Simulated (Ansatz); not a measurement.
# Si3C: the cost of one run

Computed with Ansatz 0.2.0 (DFT PBE, scalar-relativistic, plane waves, PAW, unless a step's input says otherwise).

2 further runs of the same task are left out: 2 set aside as unsound or not needed.

**1. The structure to begin with**

Symmetry: Cmcm, No. 63, orthorhombic system. The conventional cell has a = 5.799 Å, b = 8.667 Å, c = 3.914 Å, α = 90.00°, β = 90.00°, γ = 90.00°. Around Si (site symmetry m2m) lie 8 Si at 2.42 to 2.65 Å and 2 C at 2.57 Å. Si (site symmetry m) has 7 Si at 2.42 to 2.65 Å and 4 C at 2.58 to 2.67 Å as nearest neighbours. C (site symmetry m2m) is surrounded by 12 Si at 2.57 to 2.92 Å.

Structure file:

```cif
data_structure
_symmetry_space_group_name_H-M 'Cmcm'
_symmetry_Int_Tables_number 63
_cell_length_a 5.7986
_cell_length_b 8.6673
_cell_length_c 3.9144
_cell_angle_alpha 90.000
_cell_angle_beta 90.000
_cell_angle_gamma 90.000
_cell_volume 196.73
loop_
_atom_site_label
_atom_site_type_symbol
_atom_site_symmetry_multiplicity
_atom_site_Wyckoff_symbol
_atom_site_fract_x
_atom_site_fract_y
_atom_site_fract_z
_atom_site_occupancy
Si1 Si 4 c 0.50000 0.32490 0.25000 1
Si2 Si 8 g 0.21290 0.09500 0.25000 1
C1 C 4 c 0.50000 0.86790 0.25000 1
```

This is candidate A: TmCd3 type (Cmcm, No. 63).

(A quick probe on a coarse mesh, which set the mesh and smearing, is not shown.)

**3. A loose first relaxation (candidate A)**

input.yaml

```yaml
crystal:
  lattice:
    - [2.8993050384, -4.3336507944, 0.0]
    - [2.8993050384, 4.3336507944, 0.0]
    - [0.0, 0.0, 3.9144495731]
  atoms:
    - { symbol: Si, position: [0.1751, 0.8249, 0.25] }
    - { symbol: Si, position: [0.8249, 0.1751, 0.75] }
    - { symbol: Si, position: [0.1179, 0.3079, 0.25] }
    - { symbol: Si, position: [0.8821, 0.6921, 0.75] }
    - { symbol: Si, position: [0.3079, 0.1179, 0.75] }
    - { symbol: Si, position: [0.6921, 0.8821, 0.25] }
    - { symbol: C, position: [0.6321, 0.3679, 0.25] }
    - { symbol: C, position: [0.3679, 0.6321, 0.75] }
basis:
  ecutwfc: 420
kpoints:
  mp_grid: { grid: [4, 4, 4] }
hamiltonian:
  xc: pbe
scf:
  occupations: { method: gaussian, width: 0.1 }
  lower_state_search: "off"
output:
  forces: true
  stress: true
  eigenvalues: true
relax:
  adjacent_minimum: "off"
  f_tol: 0.04
  max_steps: 70
  cell: { stress_tol: 0.4 }
```

Command:

```console
$ ansatz run input.yaml --threads 1 --pin off --max-ram 2560MiB --backend cpu --events-out ev --progress --plain --runs-dir out
```

Q: Estimate wall time and peak memory on 1 thread of Intel Xeon Platinum 8488C (Sapphire Rapids), shared host.

About 75 s, with a peak of 0.41 GiB.
